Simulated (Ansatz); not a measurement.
# C2H7FOSi: one species, many methods

Aim: compute C2H7FOSi with functionals from several rungs and with coupled cluster. The yardstick is the atomisation energy at the CCSD(T) limit.

Computed with Ansatz 0.2.0, Gaussian basis. Level: functionals in def2-TZVPP, the program's frozen cores in correlated methods.

Plan: PBE-D4, r2SCAN-D4, PBE0-D4, B3LYP-D4, ωB97X-V, ωB97M-V, B2PLYP; CCSD(T)/def2-TZVPP; MP2/def2-QZVPP; extrapolation to the limit.

## (1) Structure used throughout

The geometry comes from an earlier relaxation with PBE0-D4 in a triple-zeta def2 set; it is a stationary point, not always the lowest conformer.

12 atoms, charge 0, spin multiplicity 1.

Atoms are counted from 1 here; the program's logs count them from 0.

Bond lengths: O1–C2 1.408 Å, O1–H6 0.962 Å, C2–C3 1.507 Å, C2–H7 1.093 Å, C2–H8 1.099 Å, C3–F4 1.406 Å, C3–Si5 1.908 Å, C3–H9 1.097 Å, Si5–H10 1.482 Å, Si5–H11 1.486 Å, Si5–H12 1.486 Å. Angles: C2–O1–H6 107.9°, O1–C2–C3 112.8°, O1–C2–H7 106.7°, O1–C2–H8 111.3°, C3–C2–H7 108.9°, C3–C2–H8 109.1°, H7–C2–H8 107.8°, C2–C3–F4 108.3°, C2–C3–Si5 114.1°, C2–C3–H9 109.1°, F4–C3–Si5 107.8°, F4–C3–H9 106.9°, Si5–C3–H9 110.4°, C3–Si5–H10 110.6°, C3–Si5–H11 108.4°, C3–Si5–H12 108.5°, H10–Si5–H11 109.3°, H10–Si5–H12 110.7° and more.

## (2) PBE-D4 (GGA)

in.yaml

```yaml
crystal:
  periodic: [false, false, false]
  atoms:
    - {symbol: O, position_ang: [-1.377731, -1.223629, -0.295173]}
    - {symbol: C, position_ang: [-0.607252, -0.836451, 0.817931]}
    - {symbol: C, position_ang: [0.117904, 0.466326, 0.601586]}
    - {symbol: F, position_ang: [-0.831347, 1.504059, 0.598263]}
    - {symbol: Si, position_ang: [1.083867, 0.556321, -1.041238]}
    - {symbol: H, position_ang: [-2.039795, -0.542826, -0.447360]}
    - {symbol: H, position_ang: [0.128609, -1.628268, 0.982395]}
    - {symbol: H, position_ang: [-1.225683, -0.758652, 1.723348]}
    - {symbol: H, position_ang: [0.787898, 0.650489, 1.450716]}
    - {symbol: H, position_ang: [0.153238, 0.653977, -2.189842]}
    - {symbol: H, position_ang: [1.953197, 1.760796, -1.009723]}
    - {symbol: H, position_ang: [1.933896, -0.657341, -1.156902]}
basis:
  gaussian: {orbitals: def2-TZVPP}
hamiltonian: {xc: pbe, dispersion: d4}
output: {forces: true, orbitals: {seedname: orbitals}}
```

Run with:

```console
> ansatz run in.yaml --threads 4 --pin off --events-out ev --progress --plain --max-ram 10444MiB
```

Further steps of the session: r2SCAN-D4 (meta-GGA); PBE0-D4 (hybrid); B3LYP-D4 (hybrid); ωB97X-V (range-separated); ωB97M-V (range-separated); B2PLYP (double hybrid); CCSD(T) in def2-TZVPP; MP2 in def2-QZVPP.

**Question.** What will the summary of the whole plan be? Wanted: atomisation energy, CCSD(T)/CBS; farthest; mean size of error, hybrid; mean size of error, range-separated; gap, smallest and largest; T1 diagnostic; triples share of the correlation energy.

**Answer**, as computed:

| quantity | value |
| --- | --- |
| atomisation energy, CCSD(T)/CBS | 4287.4 kJ/mol |
| functionals within 21.4 kJ/mol (0.5 %) | r2SCAN-D4, PBE0-D4, B3LYP-D4, ωB97X-V, ωB97M-V |
| farthest | PBE-D4 (+64.0 kJ/mol) |
| mean size of error, hybrid | 14.2 kJ/mol |
| mean size of error, range-separated | 9.8 kJ/mol |
| gap, smallest and largest | 6.30 eV (PBE-D4), 13.18 eV (ωB97X-V) |
| T1 diagnostic | 0.0115 |
| triples share of the correlation energy | 3.4 % |

What this shows: PBE-D4 misses by +64.0 kJ/mol. Double hybrids carry the basis error of their MP2 part in triple zeta, and no dispersion term here, so their miss is partly the set-up's. The reference freezes the cores and leaves out relativity and excitations past (T), so misses under about 21.4 kJ/mol can't be ranked. Hartree-Fock recovers 72 % of the binding; the rest is correlation. Orbital gaps span 6.3 to 13.2 eV; exact exchange widens them.
